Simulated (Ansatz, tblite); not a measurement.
# SnH2Me(OtBu) (C₅H₁₄OSn): a ladder of methods and basis sets

Aim: run the singlet of SnH2Me(OtBu) (C₅H₁₄OSn) at one geometry on many levels, and compare frontier levels, spin and run time.

The runs use Ansatz 0.2.0, Gaussian basis; as each input shows.

Levels to be run: GFN1-xTB, GFN2-xTB, PBE-D4/def2-TZVP, r2SCAN-D4/def2-TZVP, PBE-QIDH/def2-TZVP, r2SCAN0-D4/def2-TZVP, LC-ωPBE/def2-TZVP, PBE-D4/def2-SVP, PBE0-D4/def2-SVP, MP2/def2-TZVP, RPA/def2-TZVP.

2 further runs of the same task are left out: 2 set aside as unsound or not needed. Runs told in other sessions of the task aren't counted.

### Step 1. The structure

The singlet was relaxed beforehand with PBE-D4/def2-SVP.

21 atoms, charge 0, spin multiplicity 1.

Bond lengths: C1–Sn7 2.157 Å, C1–H10 1.106 Å, C1–H11 1.106 Å, C1–H12 1.106 Å, C2–C3 1.538 Å, C2–C4 1.537 Å, C2–C5 1.538 Å, C2–O6 1.429 Å, C3–H13 1.109 Å, C3–H14 1.110 Å, C3–H15 1.109 Å, C4–H16 1.108 Å, C4–H17 1.109 Å, C4–H18 1.108 Å, C5–H19 1.111 Å, C5–H20 1.109 Å, C5–H21 1.109 Å, O6–Sn7 2.024 Å and more. Angles: Sn7–C1–H10 110.4°, Sn7–C1–H11 109.0°, Sn7–C1–H12 109.2°, H10–C1–H11 109.5°, H10–C1–H12 109.5°, H11–C1–H12 109.3°, C3–C2–C4 110.0°, C3–C2–C5 110.2°, C3–C2–O6 110.8°, C4–C2–C5 110.0°, C4–C2–O6 104.7°, C5–C2–O6 110.9°, C2–C3–H13 111.6°, C2–C3–H14 111.1°, C2–C3–H15 110.2°, H13–C3–H14 107.4°, H13–C3–H15 108.4°, H14–C3–H15 108.0° and more.

As a file:

```xyz
21
charge 0, multiplicity 1
C    -0.7744    3.4360   -0.5955
C    -0.0373   -1.0735   -0.0098
C    -0.1282   -1.3212    1.5058
C    -1.0538   -1.9580   -0.7498
C     1.3854   -1.3720   -0.5131
O    -0.4213    0.2653   -0.3288
Sn    0.5106    1.9497    0.2950
H     0.5229    2.0187    2.0315
H     2.1325    1.9940   -0.3270
H    -0.4464    4.4528   -0.3074
H    -1.8113    3.2697   -0.2472
H    -0.7387    3.3350   -1.6966
H     0.0840   -2.3798    1.7595
H     0.6028   -0.6938    2.0582
H    -1.1430   -1.0703    1.8747
H    -2.0801   -1.7204   -0.4060
H    -0.8597   -3.0356   -0.5750
H    -1.0037   -1.7589   -1.8386
H     2.1367   -0.7491    0.0170
H     1.4624   -1.1548   -1.5974
H     1.6607   -2.4338   -0.3494
```

Sn takes a core potential in the def2 sets. No spin-orbit coupling is included.

PBE0-D4/def2-TZVP was run before; its log isn't repeated, and its numbers join the tables.

### Step 2. GFN1-xTB

Tight binding, by tblite at 300 K electronic temperature and without a spin-polarisation term:

```python
tblite.interface.Calculator('GFN1-xTB', numbers, positions, charge=0, uhf=0).singlepoint()
```

Energy -688.8961 eV, HOMO -11.87 eV, LUMO -6.10 eV; 0.009 s.

### Step 3. GFN2-xTB

Tight binding, by tblite at 300 K electronic temperature and without a spin-polarisation term:

```python
tblite.interface.Calculator('GFN2-xTB', numbers, positions, charge=0, uhf=0).singlepoint()
```

Energy -652.6583 eV, HOMO -10.81 eV, LUMO -6.13 eV; 0.008 s.

### Step 4. PBE-D4/def2-TZVP

start.molden holds the orbitals of an earlier run on this state, given as this run's starting guess.

File in.yaml:

```yaml
crystal:
  periodic: [false, false, false]
  atoms:
    - {symbol: C, position_ang: [-0.774421, 3.436041, -0.595462]}
    - {symbol: C, position_ang: [-0.037295, -1.073547, -0.009833]}
    - {symbol: C, position_ang: [-0.128200, -1.321172, 1.505841]}
    - {symbol: C, position_ang: [-1.053808, -1.957999, -0.749811]}
    - {symbol: C, position_ang: [1.385359, -1.372017, -0.513142]}
    - {symbol: O, position_ang: [-0.421290, 0.265301, -0.328753]}
    - {symbol: Sn, position_ang: [0.510597, 1.949743, 0.294985]}
    - {symbol: H, position_ang: [0.522948, 2.018661, 2.031500]}
    - {symbol: H, position_ang: [2.132482, 1.994028, -0.326983]}
    - {symbol: H, position_ang: [-0.446431, 4.452790, -0.307430]}
    - {symbol: H, position_ang: [-1.811308, 3.269703, -0.247180]}
    - {symbol: H, position_ang: [-0.738702, 3.334995, -1.696610]}
    - {symbol: H, position_ang: [0.083972, -2.379839, 1.759507]}
    - {symbol: H, position_ang: [0.602790, -0.693781, 2.058213]}
    - {symbol: H, position_ang: [-1.143046, -1.070279, 1.874665]}
    - {symbol: H, position_ang: [-2.080070, -1.720417, -0.406023]}
    - {symbol: H, position_ang: [-0.859706, -3.035590, -0.575003]}
    - {symbol: H, position_ang: [-1.003735, -1.758862, -1.838639]}
    - {symbol: H, position_ang: [2.136701, -0.749116, 0.016993]}
    - {symbol: H, position_ang: [1.462406, -1.154803, -1.597429]}
    - {symbol: H, position_ang: [1.660747, -2.433833, -0.349415]}
basis:
  gaussian: {orbitals: def2-TZVP, initial_orbitals: start.molden}
hamiltonian: {xc: pbe, dispersion: d4}
scf: {omitted_lower_state_checks: [starts]}
output: {forces: true, orbitals: {seedname: orbitals}}
```

The run is started by

```console
> ansatz run in.yaml --threads 4 --pin off --events-out ev --progress --plain --max-ram 4787MiB
```

The runs that follow: r2SCAN-D4/def2-TZVP; PBE-QIDH/def2-TZVP; r2SCAN0-D4/def2-TZVP; LC-ωPBE/def2-TZVP; PBE-D4/def2-SVP; PBE0-D4/def2-SVP; MP2/def2-TZVP; RPA/def2-TZVP.

Before running them: what should the planned runs give, taken together? Wanted: gap in def2-TZVP, named functionals, smallest and largest; correlation energy, MP2/def2-TZVP; binding an atom, functionals in def2-TZVP; PBE0 total energy, smallest basis above largest.

The runs gave:

| quantity | value |
| --- | --- |
| gap in def2-TZVP, named functionals, smallest and largest | 4.75 eV (PBE-D4), 11.86 eV (LC-ωPBE) |
| correlation energy, MP2/def2-TZVP | -38.77 eV |
| binding an atom, functionals in def2-TZVP | 3.79 (r2SCAN0-D4) to 3.88 eV (PBE-D4) |
| PBE0 total energy, smallest basis above largest | 8.48 eV (def2-SVP, def2-TZVP) |

**Reading.** Over the named functionals in def2-TZVP the gap runs from 4.75 eV (PBE-D4) to 11.86 eV (LC-ωPBE); exact exchange widens it.
